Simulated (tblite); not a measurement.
# C5H12GaNO: the cost of one run

Computed with tblite 0.8.0 and PySCF 2.14.0, with density-fitted response routines of our own, on a single molecule in the gas phase. Atoms are numbered from 0 throughout.

### Step 1. The starting structure

20 atoms, charge 0, multiplicity 1; geometry from: force field or distance geometry start.

Bonds of the start (Å): C0–C1 1.33, C1–O2 1.37, O2–C3 1.42, C3–C4 1.50, C4–C5 1.32, C3–Ga6 2.00, Ga6–N7 1.91, C0–H8 1.07, C0–H9 1.09, C1–H10 1.10, C3–H11 1.10, C4–H12 1.09, C5–H13 1.08, C5–H14 1.09, Ga6–H15 1.58, Ga6–H16 1.63, N7–H17 1.05, N7–H18 1.05, N7–H19 1.04.

### Step 2. Geometry optimisation with GFN2-xTB

Job settings and geometry (Å):

```
{"job": {"kind": "relax", "xc": "GFN2-xTB", "basis": "xTB"}, "charge": 0, "multiplicity": 1}
C      1.999700    -1.575000     0.726200
C      2.154000    -0.263700     0.866700
O      1.133200     0.650400     0.843100
C      0.562200     0.983500    -0.410800
C     -0.461400     2.064800    -0.207000
C     -1.303000     1.904800     0.801200
Ga    -0.421200    -0.523300    -1.277300
N     -1.735100    -1.313100    -0.141700
H      1.058600    -2.060300     0.565100
H      2.908300    -2.169400     0.784600
H      3.157000     0.161500     1.041300
H      1.373000     1.365100    -1.048800
H     -0.509800     2.929300    -0.864000
H     -2.055500     2.653100     0.993100
H     -1.270100     1.055300     1.477900
H      0.557100    -1.668100    -1.764100
H     -1.228000     0.145400    -2.519800
H     -2.491000    -0.599000    -0.011100
H     -2.147000    -2.151100    -0.614100
H     -1.286000    -1.579600     0.756300
```

The run is started by

```console
OMP_NUM_THREADS=1 python probes_run.py task.json out
```

This one command runs all jobs of the session in turn.

Q: Estimate the wall time and peak memory of this first job on 1 thread of Arm Neoverse V1, shared host.

About 1.6 s, with a peak of 0.18 GiB.
